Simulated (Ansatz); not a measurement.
**GdCu: competing magnetic orders**

Which arrangement of moments is lowest in this cell of GdCu? Methods of the runs shown: PAW and crystal datasets. Its runs: parallel moments (PAW and crystal datasets); no spin polarisation (PAW); moments start +- (PAW and crystal datasets).

Method: DFT LDA, with the methods named in each step, in Ansatz 0.2.0.

## (1) The starting structure

It takes space group Pm-3m (No. 221, cubic). The conventional cell has a = 3.502 Å, b = 3.502 Å, c = 3.502 Å, α = 90.00°, β = 90.00°, γ = 90.00°. Around Gd (site symmetry m-3m) lie 8 Cu at 3.03 Å. Around Cu (site symmetry m-3m) lie 8 Gd at 3.03 Å.

As a file:

```cif
data_structure
_symmetry_space_group_name_H-M 'P 1'
_symmetry_Int_Tables_number 1
_cell_length_a 4.9526
_cell_length_b 3.5020
_cell_length_c 4.9526
_cell_angle_alpha 90.000
_cell_angle_beta 90.000
_cell_angle_gamma 90.000
_cell_volume 85.90
loop_
_atom_site_label
_atom_site_type_symbol
_atom_site_fract_x
_atom_site_fract_y
_atom_site_fract_z
_atom_site_occupancy
Gd1 Gd 0.50000 0.50000 0.00000 1
Gd2 Gd 0.00000 0.50000 0.50000 1
Cu1 Cu 0.00000 0.00000 0.00000 1
Cu2 Cu 0.50000 0.00000 0.50000 1
```

In patterns such as +-, the signs follow the magnetic atoms in the order of the input.

Atoms are numbered in the order of the input: Gd1, Gd2, Cu3, Cu4.

## (2) Parallel moments, PAW

The input, input.yaml:

```yaml
crystal:
  lattice:
    - [0.0, 3.502, 3.502]
    - [3.502, 0.0, 0.0]
    - [0.0, 3.502, -3.502]
  atoms:
    - { symbol: Gd, position: [0.5, 0.5, 0.0], spin: 7.0 }
    - { symbol: Gd, position: [0.0, 0.5, 0.5], spin: 7.0 }
    - { symbol: Cu, position: [0.0, 0.0, 0.0] }
    - { symbol: Cu, position: [0.5, 0.0, 0.5] }
magnetization:
  spin_polarized: true
kpoints:
  mp_grid: { grid: [7, 10, 7] }
scf:
  occupations: { method: fermi_dirac, width: 0.05 }
hamiltonian:
  xc: lda
  pseudopotentials: { kind: paw }
output:
  forces: true
  stress: true
  eigenvalues: true
  populations: true
```

Command:

```sh
ansatz run input.yaml --threads 2 --pin off --max-ram 6144MiB --backend cpu --events-out ev --progress --plain --runs-dir out
```

## (3) Parallel moments, crystal datasets

input.yaml, as its differences from that of step 2:

```diff
@@ -18,3 +18,3 @@
   xc: lda
-  pseudopotentials: { kind: paw }
+  pseudopotentials: { kind: all_electron, datasets: crystal }
 output:
@@ -23,2 +23 @@
   eigenvalues: true
-  populations: true
```

## (4) No spin polarisation, PAW

The input, input.yaml:

```yaml
crystal:
  lattice:
    - [0.0, 3.502, 3.502]
    - [3.502, 0.0, 0.0]
    - [0.0, 3.502, -3.502]
  atoms:
    - { symbol: Gd, position: [0.5, 0.5, 0.0] }
    - { symbol: Gd, position: [0.0, 0.5, 0.5] }
    - { symbol: Cu, position: [0.0, 0.0, 0.0] }
    - { symbol: Cu, position: [0.5, 0.0, 0.5] }
kpoints:
  mp_grid: { grid: [7, 10, 7] }
scf:
  occupations: { method: fermi_dirac, width: 0.05 }
hamiltonian:
  xc: lda
  pseudopotentials: { kind: paw }
output:
  forces: true
  stress: true
  eigenvalues: true
```

## (5) Moments start +-, PAW

input.yaml, as its differences from that of step 4:

```diff
@@ -6,6 +6,8 @@
   atoms:
-    - { symbol: Gd, position: [0.5, 0.5, 0.0] }
-    - { symbol: Gd, position: [0.0, 0.5, 0.5] }
+    - { symbol: Gd, position: [0.5, 0.5, 0.0], spin: 7.0 }
+    - { symbol: Gd, position: [0.0, 0.5, 0.5], spin: -7.0 }
     - { symbol: Cu, position: [0.0, 0.0, 0.0] }
     - { symbol: Cu, position: [0.5, 0.0, 0.5] }
+magnetization:
+  spin_polarized: true
 kpoints:
@@ -21 +23,6 @@
   eigenvalues: true
+  populations: true
+  write_density: true
+  write_potential: true
+  elf: true
+  volumetric_format: npy
```

## (6) Moments start +-, crystal datasets

input.yaml, as its differences from that of step 5:

```diff
@@ -18,3 +18,3 @@
   xc: lda
-  pseudopotentials: { kind: paw }
+  pseudopotentials: { kind: all_electron, datasets: crystal }
 output:
@@ -23,6 +23 @@
   eigenvalues: true
-  populations: true
-  write_density: true
-  write_potential: true
-  elf: true
-  volumetric_format: npy
```

(Steps that only read results are left out.)

What does the calculation give? Wanted: lowest.

**Answer**, as computed:

```
    quantity                                                           value
lowest (PAW)  moments start +-, -16.6 meV a magnetic atom from the reference
```

What this shows: By PAW the lowest run is «moments start +-», 16.6 meV a magnetic atom under «parallel moments». A run can end in another pattern than it began with. Only this cell's orders were tried, so longer waves of spin are out of reach. No U acts on the open f shell, so these are results of the method and may differ from the real material's. Other magnetic orders may lie lower; this is the state that the run reached. Spin-orbit coupling is left out, though the cell holds Gd; in elements this heavy it can shift bands and gaps by tenths of an eV. The k mesh (7×10×7) wasn't tested for convergence.
